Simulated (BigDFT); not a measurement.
Molecule: Cu2, in a box.

```
Cu
1.0
     9.00000    0.00000    0.00000
     0.00000    9.00000    0.00000
     0.00000    0.00000   12.00000
Cu
2
Direct
  0.50144 0.50233 0.41035
  0.50144 0.50233 0.59532
```

Base run:

| Property | Result |
| --- | --- |
| Program | BigDFT 1.9.6 |
| Functional | PBE |
| Potentials or basis | GTH-PBE (Cu q11) |
| Grid spacing | 0.37 bohr |
| Occupations | fixed |
| Spin | no spin polarisation |

Its results: gap between the frontier levels 1.61 eV; largest force 0.460 eV/Å.

**Question.** The run is repeated on the same cell with these changes: solvent permittivity from 2.27 to 46.8. What comes out?

**Answer.** Gap between the frontier levels 1.79 eV; largest force 0.351 eV/Å.

Caveats: boundaries are free: the box only frames the coordinates, and the band gap is the HOMO-LUMO gap; the molecule sits in an implicit solvent.

